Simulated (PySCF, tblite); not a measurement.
**C6H12OSi: geometry, infrared bands and NMR shifts**

What infrared bands and NMR shifts should C6H12OSi (`C=C[SiH2][C@H](C=O)CC`) show?

Computed with tblite 0.8.0 and PySCF 2.14.0, with density-fitted response routines of our own, on a single molecule in the gas phase. Atoms are numbered from 0 throughout.

## 1. The molecule as given

20 atoms, charge 0, multiplicity 1; geometry from: force field or distance geometry start.

Bonds of the start (Å): C0–C1 1.33, C1–Si2 1.84, Si2–C3 1.88, C3–C4 1.46, C4–O5 1.23, C3–C6 1.52, C6–C7 1.51, C0–H8 1.08, C0–H9 1.06, C1–H10 1.10, Si2–H11 1.47, Si2–H12 1.46, C3–H13 1.11, C4–H14 1.09, C6–H15 1.14, C6–H16 1.10, C7–H17 1.10, C7–H18 1.12, C7–H19 1.11.

## 2. Optimising the geometry with GFN2-xTB

The job: settings as JSON, then the geometry in Å.

```
{"job": {"kind": "relax", "xc": "GFN2-xTB", "basis": "xTB"}, "charge": 0, "multiplicity": 1}
C      2.805700     0.866900    -0.335100
C      2.326400    -0.143000     0.378600
Si     1.102400    -1.355100    -0.261300
C     -0.567200    -0.534600    -0.541900
C     -0.503000     0.562700    -1.506700
O     -1.088200     0.477500    -2.583900
C     -1.173500    -0.107800     0.784500
C     -2.508900     0.541100     0.506300
H      2.492300     1.065100    -1.353900
H      3.507800     1.514700     0.131800
H      2.668700    -0.312400     1.414000
H      1.540000    -1.875500    -1.565000
H      0.962100    -2.428600     0.715300
H     -1.218400    -1.326300    -0.973500
H      0.058000     1.470000    -1.293300
H     -1.405000    -1.033100     1.403700
H     -0.500100     0.520100     1.394800
H     -2.286700     1.601900     0.301500
H     -3.234100     0.446300     1.349300
H     -2.983400     0.061000    -0.377900
```

Launch:

```sh
> OMP_NUM_THREADS=1 python probes_run.py task.json out
```

This one command runs all jobs of the session in turn.

**Question.** This job is followed by: GFN2-xTB harmonic vibrations, gas phase; GIAO PBE0/pcSseg-1 NMR shielding, non-relativistic, gas phase. What will the session give for the following? strongest single infrared mode (GFN2-xTB); zero-point energy (GFN2-xTB); 13C shifts against TMS (PBE0/pcSseg-1); 1H shifts against TMS (PBE0/pcSseg-1, means over atoms taken as alike); 29Si shifts against TMS (PBE0/pcSseg-1); 17O shifts against H2O (PBE0/pcSseg-1); surface potential, 1st and 99th percentile.

**Answer**, as computed:

```
                                                              quantity                                                           value
                             strongest single infrared mode (GFN2-xTB)                                           1750 cm⁻¹, 377 km/mol
                                          zero-point energy (GFN2-xTB)                                                   99.8 kcal/mol
                                13C shifts against TMS (PBE0/pcSseg-1)                       213.4, 148.3, 135.4, 47.9, 23.3, 19.3 ppm
1H shifts against TMS (PBE0/pcSseg-1, means over atoms taken as alike)  9.97, 6.69, 6.50, 6.33, 4.57, 4.38, 2.10, 1.92, 1.63, 1.09 ppm
                               29Si shifts against TMS (PBE0/pcSseg-1)                                                       -37.8 ppm
                                17O shifts against H2O (PBE0/pcSseg-1)                                                       708.6 ppm
                                 surface potential, 1st and 99th percentile                                              -1.72 V and 0.94 V
```

In words: Over 105 steps the energy fell by 0.465 eV; of the close pairs, Si2–C3 changed most, 1.881 to 1.937 Å. No mode is imaginary among the 54: a minimum at this level. The strongest single mode, at 1750 cm⁻¹, moves mainly C4 and O5. GFN2-xTB is a fitted tight-binding method: band positions and strengths are rough. Its intensities can rank the bands wrongly. The most deshielded carbon is C4 (aldehyde carbonyl carbon), at 213.4 ppm: the double bond to the heteroatom, with no lone-pair donor beside it, deshields it most. The most deshielded hydrogen is H14 (hydrogen on an aldehyde carbonyl carbon), at 9.97 ppm: deshielded by the polar, anisotropic C=O bond. At PBE0/pcSseg-1: The widest tensor belongs to O5: span 1369 ppm, with a paramagnetic part of -771 ppm. By nearest atom (PBE0/pcSseg-1), the HOMO sits on O5 58 %; H14 13 % and the LUMO on C0, C1, C4 about 15 % each; O5 12 %.
